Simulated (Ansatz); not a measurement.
# AlAsH2+ (doublet): the correlation ladder, cc-pVTZ

One table from this session's results is given with a row withheld; the runs are named, their logs left out.

Method: cc-pVTZ, core rule «outside noble gas», up to 19 orbitals frozen; program: Ansatz 0.2.0, Gaussian basis.

To be run: UHF; CCSD(T) on ROHF; CCSD(T) on UHF; BCCD(T) on ROHF; CCSDT(Q) on ROHF; CCSDT(Q) on UHF.

14 further runs of the same task are left out: 10 for a known fault of the program, 4 set aside as unsound or not needed. Runs told in other sessions of the task aren't counted.

### The geometry

The geometry is a PBE0/def2-TZVP stationary point (not a proven minimum) of the parent state, kept for this charge and spin. No spin-orbit coupling is included. The filled d shell of As may be among the frozen orbitals whatever the setting's name suggests.

4 atoms, charge 1, spin multiplicity 2.

Atoms are counted from 1 here; the program's logs count them from 0.

Bond lengths: Al1–As2 2.435 Å, Al1–H3 1.589 Å, Al1–H4 1.589 Å. Angles: As2–Al1–H3 120.0°, As2–Al1–H4 120.0°, H3–Al1–H4 120.0°.

The first run:

Contents of in.yaml:

```yaml
crystal:
  periodic: [false, false, false]
  atoms:
    - {symbol: Al, position_ang: [0.000000, 0.000000, 1.740252]}
    - {symbol: As, position_ang: [0.000000, 0.000000, -0.694906]}
    - {symbol: H, position_ang: [0.000000, 1.375836, 2.534270]}
    - {symbol: H, position_ang: [0.000000, -1.375836, 2.534270]}
basis:
  gaussian: {orbitals: cc-pVTZ}
total_charge: 1
magnetization: {spin_polarized: true, initial_magnetization: 1}
hamiltonian: {xc: hf}
output: {orbitals: {seedname: orbitals}}
```

Launch:

```console
$ ansatz run in.yaml --threads 1 --pin off --events-out ev --progress --plain --max-ram 4096MiB --backend cpu
```

Among the steps run: UHF; CCSD(T) on ROHF; CCSD(T) on UHF; BCCD(T) on ROHF; CCSDT(Q) on ROHF; CCSDT(Q) on UHF.

One of the session's tables, all rows but one given; the rest of the session is left out.

```
   method  from RCCSDT(Q) (meV)
     ROHF               +5423.3
      UHF               +5050.6
     RMP2               +1237.8
     UMP2               +1318.7
    RCCSD                +213.1
    UCCSD                +226.0
 RCCSD(T)                 +51.1
 UCCSD(T)                     ?
  BCCD(T)                 +50.7
   RCCSDT                  +8.4
   UCCSDT                 -12.9
RCCSDT(Q)                     0
UCCSDT(Q)                 -43.4
```

**Question.** Estimate the row for UCCSD(T).

**Answer.** from RCCSDT(Q) (meV): +66.4. In the column «from RCCSDT(Q) (meV)» it lies between RCCSD(T) (+51.1) and RCCSD (+213.1).

Caveats from the session: The determinant of HF (⟨S²⟩ 1.43) is far from a pure spin state, so its energy mixes those of several spin states; that is harmless only where they are near-degenerate. The determinant of CCSD(T) (⟨S²⟩ 1.43) is far from a pure spin state, so its energy mixes those of several spin states; high orders of coupled cluster remove much of that, low ones don't. The determinant of CCSDT(Q) (⟨S²⟩ 1.43) is far from a pure spin state, so its energy mixes those of several spin states; high orders of coupled cluster remove much of that, low ones don't. Restricted and unrestricted rows rest on different reference determinants; a gap between their highest levels can come from leftover correlation error, from unlike frozen cores or from another state.
